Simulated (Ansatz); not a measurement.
# Zn5O: the cost of one run

Computed with Ansatz 0.2.0 (DFT PBE, scalar-relativistic, plane waves, PAW, unless a step's input says otherwise).

## Step 1: Starting point

It takes space group F-43m (No. 216, cubic). Conventional cell: a = 6.919 Å, b = 6.919 Å, c = 6.919 Å, α = 90.00°, β = 90.00°, γ = 90.00°. Zn (site symmetry 3m) is surrounded by 9 Zn at 2.45 to 2.87 Å and 3 O at 2.87 Å. Zn (site symmetry -43m) has 12 Zn at 2.87 Å and 4 O at 3.00 Å in its first shell of neighbours. O (site symmetry -43m) is surrounded by 16 Zn at 2.87 to 3.00 Å.

Coordinates:

```cif
data_structure
_symmetry_space_group_name_H-M 'F-43m'
_symmetry_Int_Tables_number 216
_cell_length_a 6.9186
_cell_length_b 6.9186
_cell_length_c 6.9186
_cell_angle_alpha 90.000
_cell_angle_beta 90.000
_cell_angle_gamma 90.000
_cell_volume 331.18
loop_
_atom_site_label
_atom_site_type_symbol
_atom_site_symmetry_multiplicity
_atom_site_Wyckoff_symbol
_atom_site_fract_x
_atom_site_fract_y
_atom_site_fract_z
_atom_site_occupancy
Zn1 Zn 16 e 0.62500 0.12500 0.12500 1
Zn2 Zn 4 c 0.25000 0.25000 0.25000 1
O1 O 4 a 0.00000 0.00000 0.00000 1
```

The cell is invented: species swapped into a database cell of Be5Au (F-43m, No. 216), with Zn on the Be sites and O on the Au sites. The dimensions are guesses.

## Step 2: The guess as it stands, on a coarse mesh

File input.yaml:

```yaml
crystal:
  lattice:
    - [0.0, 3.45932325, 3.45932325]
    - [3.45932325, 0.0, 3.45932325]
    - [3.45932325, 3.45932325, 0.0]
  atoms:
    - { symbol: Zn, position: [0.375, 0.375, 0.875] }
    - { symbol: Zn, position: [0.375, 0.875, 0.375] }
    - { symbol: Zn, position: [0.875, 0.375, 0.375] }
    - { symbol: Zn, position: [0.375, 0.375, 0.375] }
    - { symbol: Zn, position: [0.75, 0.75, 0.75] }
    - { symbol: O, position: [0.0, 0.0, 0.0] }
basis:
  ecutwfc: 420
kpoints:
  mp_grid: { grid: [4, 4, 4] }
hamiltonian:
  xc: pbe
scf:
  occupations: { method: gaussian, width: 0.1 }
  lower_state_search: "off"
output:
  forces: true
  stress: true
  eigenvalues: true
```

Launch:

```bash
$ ansatz run input.yaml --threads 1 --pin off --max-ram 2560MiB --backend cpu --events-out ev --progress --plain --runs-dir out
```

What time and memory should one allow on 1 thread of Intel Xeon at 2.50GHz (Skylake/Cascade Lake), shared host?

About 4.9 s, with a peak of 0.33 GiB.
